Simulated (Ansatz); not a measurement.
**Pt: a line through an energy map**

One table from this session's results is given with a row withheld; the runs are named, their logs left out.

The COD entry's cell or inner coordinates are ideal or old and differ from later refinements, so a difference from it is no clean test against experiment.

Computed with Ansatz 0.2.0 (DFT PBEsol, scalar-relativistic, plane waves, PAW, unless a step's input says otherwise).

56 further runs of the same task are left out: 56 set aside as unsound or not needed.

## The structure to begin with

Symmetry: Fm-3m, No. 225, cubic system. The conventional cell has a = 3.918 Å, b = 3.918 Å, c = 3.918 Å, α = 90.00°, β = 90.00°, γ = 90.00°. Around Pt (site symmetry m-3m) lie 12 Pt at 2.77 Å.

Structure file:

```cif
data_structure
_symmetry_space_group_name_H-M 'Fm-3m'
_symmetry_Int_Tables_number 225
_cell_length_a 3.9179
_cell_length_b 3.9179
_cell_length_c 3.9179
_cell_angle_alpha 90.000
_cell_angle_beta 90.000
_cell_angle_gamma 90.000
_cell_volume 60.14
loop_
_atom_site_label
_atom_site_type_symbol
_atom_site_symmetry_multiplicity
_atom_site_Wyckoff_symbol
_atom_site_fract_x
_atom_site_fract_y
_atom_site_fract_z
_atom_site_occupancy
Pt1 Pt 4 a 0.00000 0.00000 0.00000 1
```

It is the result of an earlier relaxation at this level (volume 15.04 Å³/atom; gap on the mesh: none (metal)).

## What is varied

The energy is mapped over volume and a fixed ferromagnetic moment.

The axes are (1) volume per atom: 9 values from 12.33 to 17.74 Å³; (2) total spin moment of the cell, held fixed: 11 values from 0.00 to 0.50 μB.

Nothing else is relaxed (shape and fractional coordinates fixed). Points are written as (first, second).

The first run:

input.yaml

```yaml
crystal:
  lattice:
    - [0.0, 1.8665426505, 1.8665426505]
    - [1.8665426505, 0.0, 1.8665426505]
    - [1.8665426505, 1.8665426505, 0.0]
  atoms:
    - { symbol: Pt, position: [0.0, 0.0, 0.0], spin: 0.4 }
basis:
  ecutwfc: 420
kpoints:
  mp_grid: { grid: [22, 22, 22] }
hamiltonian:
  xc: pbesol
  pseudopotentials: { kind: paw, azcp: { folder: soft_1 } }
scf:
  occupations: { method: gaussian, width: 0.15 }
  lower_state_search: "off"
output:
  forces: true
  stress: true
  eigenvalues: true
  populations: true
magnetization:
  spin_polarized: true
  initial_magnetization: 0.4
  spin_locking: { lock_magnetization: hard }
```

Command:

```
$ ansatz run input.yaml --threads 1 --pin off --max-ram 2048MiB --backend cpu --events-out ev --progress --plain --runs-dir out
```

Among the steps run: Grid point (13.01 Å³, 0.40 μB); Grid point (13.68 Å³, 0.40 μB); Grid point (14.36 Å³, 0.40 μB); Grid point (15.04 Å³, 0.40 μB); The run at (15.71 Å³, 0.40 μB); The run at (16.39 Å³, 0.40 μB); Grid point (17.07 Å³, 0.40 μB); Point (17.74 Å³, 0.40 μB).

One of the session's tables, all rows but one given; the rest of the session is left out.

| volume per atom (Å³) | energy (meV/atom) | pressure (GPa) | absolute magnetic moment (μB per cell) |
| --- | --- | --- | --- |
| 12.33 | 683 | 98 | 0.403 |
| 13.01 | 348 | 63 | 0.404 |
| 13.68 | 142 | 36 | 0.405 |
| 14.36 | ? | ? | ? |
| 15.04 | 0 | 1 | 0.407 |
| 15.71 | 21 | −10 | 0.409 |
| 16.39 | 84 | −19 | 0.411 |
| 17.07 | 178 | −25 | 0.412 |
| 17.74 | 295 | −30 | 0.414 |

**Question.** Estimate the row for volume per atom (Å³) = 14.36.

Worked estimate for «energy (meV/atom)». A straight line through the neighbours (13.68, 142) and (15.04, 0) gives 142 + (0 − 142) × (14.36 − 13.68) / (15.04 − 13.68) = 71; a parabola fitted to 4 rows on both sides gives 32.

The run gave: energy (meV/atom): 34; pressure (GPa): 16; absolute magnetic moment (μB per cell): 0.406. In «energy (meV/atom)» the line misses by +37 and the parabola by -2.

Energies count from the lowest point of the line. Rows without a step come from runs not printed here or follow by symmetry.

In words: Along the line the energy is lowest at 15.04 Å³. A parabola through the lowest point and its two neighbours puts the minimum at 15.113 Å³, with a curvature of about 120 meV/atom per (Å³)². The well is lopsided: two grid steps out, the energy rises by 142 meV/atom towards smaller values and 84 meV/atom towards larger ones. The highest point computed, at 12.33 Å³, lies 683 meV/atom above the lowest.

Limits of these values: Warnings in the runs' records: pseudo functional mismatch, stress scf threshold loose.
